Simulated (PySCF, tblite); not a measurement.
# CH₁₂BClN₂Si₂: a rotation path, then NMR shifts on frames, part 2 of 2

tblite 0.8.0 and PySCF 2.14.0. Atoms count from 0. Earlier steps stand in the parts before.

## 5. Shielding tensors: image 4, PBE0/pcSseg-1

What the job is given:

```
{"job": {"kind": "nmr", "xc": "PBE0", "basis": "pcSseg-1", "pop": false}, "charge": 0, "multiplicity": 1}
C      2.771400    -0.720800     0.263400
Si     0.956700    -1.035400     0.689100
N     -0.103900     0.209300     0.111000
Si     0.309700     1.354100    -1.138200
B     -1.409000     0.365600     0.781300
N     -2.586700    -0.299400    -0.239900
Cl    -1.973300     2.098300     0.829300
H      3.149900     0.178900     0.739400
H      2.932700    -0.624600    -0.804200
H      3.371600    -1.556800     0.605900
H      0.499800    -2.310000     0.082500
H      0.815700    -1.146700     2.145400
H      0.794700     2.612900    -0.579800
H     -0.887400     1.567700    -1.976000
H      1.320200     0.722000    -1.988000
H     -1.544600    -0.181200     1.820400
H     -2.475200     0.175500    -1.133800
H     -2.443200    -1.297900    -0.357000
H     -3.509100    -0.102300     0.141700
```

With the program's defaults for keys left out, this is: GIAO PBE0/pcSseg-1 NMR shielding, non-relativistic, gas phase.

What it wrote:

```text
coarse grid: 16608 points
cycle   1  E = -1218.2083512192  dE =  4.485e-01  |g| = 5.942e-01  |ddm| = 3.774e+00
cycle   2  E = -1218.1504776189  dE =  5.787e-02  |g| = 7.914e-01  |ddm| = 1.449e+00
cycle   3  E = -1218.2922065872  dE = -1.417e-01  |g| = 1.241e-01  |ddm| = 8.984e-01
cycle   4  E = -1218.2954502293  dE = -3.244e-03  |g| = 3.629e-02  |ddm| = 1.569e-01
cycle   5  E = -1218.2957442026  dE = -2.940e-04  |g| = 7.494e-03  |ddm| = 3.714e-02
cycle   6  E = -1218.2957576567  dE = -1.345e-05  |g| = 2.389e-03  |ddm| = 1.033e-02
cycle   7  E = -1218.2957589533  dE = -1.297e-06  |g| = 2.559e-04  |ddm| = 2.725e-03
final grid: 144464 points
cycle   8  E = -1218.3269487960  dE = -4.846e-05  |g| = 8.541e-03  |ddm| = 3.687e-02
cycle   9  E = -1218.3269372925  dE =  1.150e-05  |g| = 1.111e-02  |ddm| = 1.813e-02
cycle  10  E = -1218.3269647401  dE = -2.745e-05  |g| = 1.378e-03  |ddm| = 1.051e-02
cycle  11  E = -1218.3269650955  dE = -3.554e-07  |g| = 4.062e-04  |ddm| = 1.534e-03
cycle  12  E = -1218.3269651314  dE = -3.581e-08  |g| = 7.969e-05  |ddm| = 3.573e-04
cycle  13  E = -1218.3269651326  dE = -1.216e-09  |g| = 2.601e-05  |ddm| = 1.009e-04
cycle  14  E = -1218.3269651327  dE = -1.487e-10  |g| = 5.911e-06  |ddm| = 2.594e-05
converged SCF energy = -1218.3269651327

GIAO shielding tensors (ppm)
atom      isotropic    diamagn.    paramagn.     s11        s22        s33       span
  0 C      190.573     254.462     -63.889    181.941    190.847    198.930     16.989
  1 Si     377.019     881.406    -504.388    320.823    373.691    436.542    115.719
  2 N      243.614     331.461     -87.846    210.923    247.934    271.985     61.062
  3 Si     418.695     881.387    -462.691    383.723    407.230    465.133     81.411
  4 B      103.876     186.890     -83.014     92.086    102.928    116.614     24.527
  5 N      201.588     319.478    -117.890    175.974    205.802    222.988     47.014
  6 Cl     900.400    1149.816    -249.416    821.354    915.000    964.848    143.494
  7 H       31.295      31.036       0.259     27.125     29.193     37.568     10.443
  8 H       31.019      32.115      -1.096     25.981     30.022     37.055     11.074
  9 H       31.799      28.574       3.226     27.355     27.981     40.061     12.706
 10 H       26.739      31.017      -4.278     22.107     25.766     32.343     10.237
 11 H       26.760      30.500      -3.740     22.917     26.025     31.339      8.422
 12 H       26.950      30.276      -3.326     23.241     24.722     32.889      9.648
 13 H       26.892      30.863      -3.970     23.006     26.181     31.489      8.483
 14 H       27.261      31.952      -4.691     23.145     27.150     31.487      8.341
 15 H       27.845      30.229      -2.384     25.245     27.684     30.606      5.361
 16 H       28.156      31.443      -3.287     23.069     27.345     34.053     10.984
 17 H       29.094      31.132      -2.038     22.817     25.720     38.745     15.929
 18 H       29.062      28.707       0.355     22.703     26.261     38.223     15.520
```

Wall time 83 s (1 thread of Intel Xeon at 2.50GHz, shared host); peak memory 0.97 GiB.

This run: δ C0 -3.6, Si1 -27.9, Si3 -69.5, N5 66.1, H10 4.98, H11 4.96 ppm.

## 6. NMR shieldings: image 6, PBE0/pcSseg-1

What the job is given:

```
{"job": {"kind": "nmr", "xc": "PBE0", "basis": "pcSseg-1", "pop": false}, "charge": 0, "multiplicity": 1}
C      2.791900    -0.626200     0.433300
Si     0.964900    -1.113700     0.534500
N     -0.105300     0.161300     0.041900
Si     0.272100     1.252600    -1.264900
B     -1.350800     0.395800     0.793900
N     -2.623400    -0.244100    -0.130700
Cl    -1.836700     2.152700     0.821000
H      3.027600     0.196400     1.103000
H      3.079100    -0.328800    -0.569900
H      3.416300    -1.469200     0.711800
H      0.680200    -2.285700    -0.326100
H      0.620800    -1.475700     1.913000
H      0.861100     2.498400    -0.781800
H     -0.967000     1.510200    -2.025800
H      1.197300     0.546400    -2.154700
H     -1.447500    -0.113400     1.856300
H     -2.553400     0.199100    -1.045000
H     -2.529800    -1.250700    -0.224800
H     -3.507200     0.004000     0.307600
```

With the program's defaults for keys left out, this is: GIAO PBE0/pcSseg-1 NMR shielding, non-relativistic, gas phase.

What it wrote:

```text
coarse grid: 16608 points
cycle   1  E = -1218.2081939411  dE =  4.417e-01  |g| = 5.942e-01  |ddm| = 3.772e+00
cycle   2  E = -1218.1493811349  dE =  5.881e-02  |g| = 7.933e-01  |ddm| = 1.437e+00
cycle   3  E = -1218.2920717236  dE = -1.427e-01  |g| = 1.243e-01  |ddm| = 8.964e-01
cycle   4  E = -1218.2953139479  dE = -3.242e-03  |g| = 3.667e-02  |ddm| = 1.564e-01
cycle   5  E = -1218.2956160658  dE = -3.021e-04  |g| = 7.551e-03  |ddm| = 3.776e-02
cycle   6  E = -1218.2956296622  dE = -1.360e-05  |g| = 2.375e-03  |ddm| = 1.023e-02
cycle   7  E = -1218.2956309301  dE = -1.268e-06  |g| = 2.627e-04  |ddm| = 2.740e-03
final grid: 144464 points
cycle   8  E = -1218.3269269653  dE = -4.697e-05  |g| = 8.677e-03  |ddm| = 3.638e-02
cycle   9  E = -1218.3269148149  dE =  1.215e-05  |g| = 1.134e-02  |ddm| = 1.843e-02
cycle  10  E = -1218.3269434384  dE = -2.862e-05  |g| = 1.383e-03  |ddm| = 1.068e-02
cycle  11  E = -1218.3269437954  dE = -3.570e-07  |g| = 4.110e-04  |ddm| = 1.530e-03
cycle  12  E = -1218.3269438321  dE = -3.678e-08  |g| = 7.831e-05  |ddm| = 3.588e-04
cycle  13  E = -1218.3269438333  dE = -1.167e-09  |g| = 2.614e-05  |ddm| = 9.974e-05
cycle  14  E = -1218.3269438334  dE = -1.455e-10  |g| = 5.964e-06  |ddm| = 2.642e-05
converged SCF energy = -1218.3269438334

GIAO shielding tensors (ppm)
atom      isotropic    diamagn.    paramagn.     s11        s22        s33       span
  0 C      189.829     254.268     -64.439    179.831    190.979    198.678     18.847
  1 Si     374.245     881.546    -507.302    317.620    369.689    435.424    117.803
  2 N      239.813     331.479     -91.666    210.785    248.076    260.577     49.792
  3 Si     418.217     881.477    -463.260    381.824    408.248    464.579     82.755
  4 B      103.338     187.049     -83.711     92.337    100.808    116.869     24.532
  5 N      199.690     319.758    -120.068    172.624    205.156    221.288     48.664
  6 Cl     895.617    1150.027    -254.410    819.569    902.240    965.042    145.472
  7 H       31.280      31.117       0.164     27.121     29.167     37.553     10.432
  8 H       31.098      31.774      -0.676     26.126     30.251     36.917     10.792
  9 H       31.842      28.527       3.315     27.434     27.969     40.122     12.687
 10 H       26.724      30.971      -4.247     22.157     25.643     32.372     10.215
 11 H       26.796      30.749      -3.953     22.973     26.426     30.990      8.016
 12 H       26.985      30.437      -3.453     23.450     24.682     32.822      9.371
 13 H       26.875      30.873      -3.997     22.973     26.146     31.507      8.534
 14 H       27.289      31.585      -4.296     23.556     26.535     31.776      8.220
 15 H       27.819      30.486      -2.667     25.276     27.592     30.588      5.312
 16 H       28.196      31.438      -3.242     23.206     27.465     33.917     10.711
 17 H       29.282      31.071      -1.790     23.183     25.906     38.756     15.573
 18 H       29.064      28.847       0.217     22.687     26.325     38.179     15.493
```

Wall time 79 s (1 thread of Intel Xeon at 2.50GHz, shared host); peak memory 1.1 GiB.

This run: δ C0 -2.9, Si1 -25.1, Si3 -69.1, N5 68.0, H10 4.99, H11 4.92 ppm.

## 7. NMR shieldings: image 8, PBE0/pcSseg-1

What the job is given:

```
{"job": {"kind": "nmr", "xc": "PBE0", "basis": "pcSseg-1", "pop": false}, "charge": 0, "multiplicity": 1}
C      2.744900    -0.600800     0.604200
Si     0.955200    -1.167100     0.351600
N     -0.099000     0.157200    -0.032400
Si     0.243500     1.207100    -1.380800
B     -1.271700     0.471400     0.800800
N     -2.609000    -0.236300     0.027400
Cl    -1.739500     2.230400     0.713100
H      2.822200     0.110400     1.422300
H      3.129900    -0.118400    -0.289900
H      3.391600    -1.442600     0.832800
H      0.865200    -2.133100    -0.761800
H      0.423000    -1.815200     1.556800
H      0.831100     2.478100    -0.968500
H     -1.006700     1.414900    -2.133800
H      1.165600     0.466900    -2.244700
H     -1.282900     0.060200     1.908900
H     -2.589400     0.116200    -0.927400
H     -2.514600    -1.247500     0.029800
H     -3.469200     0.057200     0.484100
```

Method: GIAO PBE0/pcSseg-1 NMR shielding, non-relativistic, gas phase.

What it wrote:

```text
coarse grid: 16608 points
cycle   1  E = -1218.2082122264  dE =  4.459e-01  |g| = 5.960e-01  |ddm| = 3.770e+00
cycle   2  E = -1218.1465012855  dE =  6.171e-02  |g| = 8.012e-01  |ddm| = 1.446e+00
cycle   3  E = -1218.2924611037  dE = -1.460e-01  |g| = 1.247e-01  |ddm| = 9.107e-01
cycle   4  E = -1218.2957116806  dE = -3.251e-03  |g| = 3.736e-02  |ddm| = 1.571e-01
cycle   5  E = -1218.2960285530  dE = -3.169e-04  |g| = 7.575e-03  |ddm| = 3.870e-02
cycle   6  E = -1218.2960420984  dE = -1.355e-05  |g| = 2.358e-03  |ddm| = 1.021e-02
cycle   7  E = -1218.2960433311  dE = -1.233e-06  |g| = 2.736e-04  |ddm| = 2.793e-03
final grid: 144464 points
cycle   8  E = -1218.3273001616  dE = -4.735e-05  |g| = 8.706e-03  |ddm| = 3.770e-02
cycle   9  E = -1218.3272872363  dE =  1.293e-05  |g| = 1.153e-02  |ddm| = 1.860e-02
cycle  10  E = -1218.3273166401  dE = -2.940e-05  |g| = 1.366e-03  |ddm| = 1.083e-02
cycle  11  E = -1218.3273169848  dE = -3.447e-07  |g| = 4.129e-04  |ddm| = 1.504e-03
cycle  12  E = -1218.3273170222  dE = -3.740e-08  |g| = 7.462e-05  |ddm| = 3.655e-04
cycle  13  E = -1218.3273170232  dE = -1.039e-09  |g| = 2.584e-05  |ddm| = 9.754e-05
cycle  14  E = -1218.3273170234  dE = -1.501e-10  |g| = 5.761e-06  |ddm| = 2.692e-05
converged SCF energy = -1218.3273170234

GIAO shielding tensors (ppm)
atom      isotropic    diamagn.    paramagn.     s11        s22        s33       span
  0 C      188.526     254.316     -65.790    177.276    189.013    199.290     22.014
  1 Si     375.058     881.806    -506.748    325.985    365.980    433.208    107.223
  2 N      238.124     331.459     -93.335    211.955    247.633    254.784     42.829
  3 Si     417.306     881.492    -464.186    378.109    407.849    465.960     87.852
  4 B      103.507     187.333     -83.826     92.429    101.874    116.219     23.790
  5 N      198.074     320.060    -121.985    169.789    205.648    218.785     48.996
  6 Cl     894.929    1150.185    -255.256    826.500    895.659    962.627    136.126
  7 H       31.349      31.302       0.047     27.128     29.448     37.471     10.343
  8 H       31.192      31.569      -0.377     26.410     30.404     36.763     10.353
  9 H       31.913      28.609       3.304     27.542     27.947     40.249     12.706
 10 H       26.805      31.151      -4.347     22.501     25.721     32.193      9.692
 11 H       26.853      30.899      -4.046     22.840     26.642     31.077      8.237
 12 H       26.935      30.507      -3.572     23.315     24.843     32.645      9.330
 13 H       26.848      30.822      -3.975     22.918     25.785     31.841      8.923
 14 H       27.320      31.322      -4.002     23.774     26.376     31.810      8.035
 15 H       27.850      30.590      -2.740     25.257     27.624     30.669      5.412
 16 H       28.390      31.544      -3.154     23.684     27.635     33.852     10.168
 17 H       29.311      31.113      -1.802     23.295     26.164     38.475     15.180
 18 H       29.082      28.949       0.133     22.683     26.222     38.343     15.661
```

Wall time 81 s (1 thread of Intel Xeon at 2.50GHz, shared host); peak memory 0.97 GiB.

In short: δ C0 -1.6, Si1 -25.9, Si3 -68.1, N5 69.7, H10 4.91, H13 4.87 ppm.

## 8. Side by side: NMR shifts

Shifts (ppm) of some atoms, chosen among heavy atoms and hydrogens apart, with basis size and wall time:

```
  frame    C0   H16    H8    Si1    N5    N2  Cl6  functions     time
image 0  -1.7  3.66  0.30  -31.5  65.8  23.2   41        200  1.9 min
image 2  -2.9  3.60  0.56  -30.9  65.0  21.7   44        200     83 s
image 4  -3.6  3.56  0.70  -27.9  66.1  24.1   49        200     83 s
image 6  -2.9  3.52  0.62  -25.1  68.0  27.9   54        200     79 s
image 8  -1.6  3.33  0.52  -25.9  69.7  29.6   55        200     81 s
```

## 9. Summary of results

What follows sums up all 2 parts.

```
                                            quantity                                                                        value
                                             barrier                                           0.020 eV (0.5 kcal/mol) at image 4
                               end to end (GFN2-xTB)                                                                     0.007 eV
     ¹³C shifts against TMS (PBE0/pcSseg-1, image 0)                                                                     -1.7 ppm
      ¹H shifts against TMS (PBE0/pcSseg-1, image 0)  4.99, 4.83, 4.81, 4.80, 4.37, 3.80, 3.66, 2.70, 2.62, 0.53, 0.30, -0.04 ppm
    ²⁹Si shifts against TMS (PBE0/pcSseg-1, image 0)                                                             -31.5, -69.8 ppm
     ¹⁵N shifts against NH3 (PBE0/pcSseg-1, image 0)                                                               65.8, 23.2 ppm
¹¹B shifts against BF3·OEt2 (PBE0/pcSseg-1, image 0)                                                                     -4.9 ppm
    ³⁵Cl shifts against HCl (PBE0/pcSseg-1, image 0)                                                                       41 ppm
               surface potential, 1st and 99th percentile                                                           -1.28 V and 2.56 V
                           range of the shift of Cl6                                                                 41 to 55 ppm
```

What this shows: Along the band the dihedral turns by 70°, and the top (dihedral 203°) lies 0.5 kcal/mol above the start (GFN2-xTB, rough), so at room temperature this motion is fast. Ends this close can change order at a higher level. The top was not checked by a frequency run. Shifts at one fixed geometry are not the observed spectrum, which averages over the motion. In the first frame run (image 0): The widest tensor belongs to Cl6: span 130 ppm, with a paramagnetic part of -241 ppm. In ppm, Cl6 moves most: its shift spreads over 14 ppm, from 41 (image 0) to 55 (image 8).
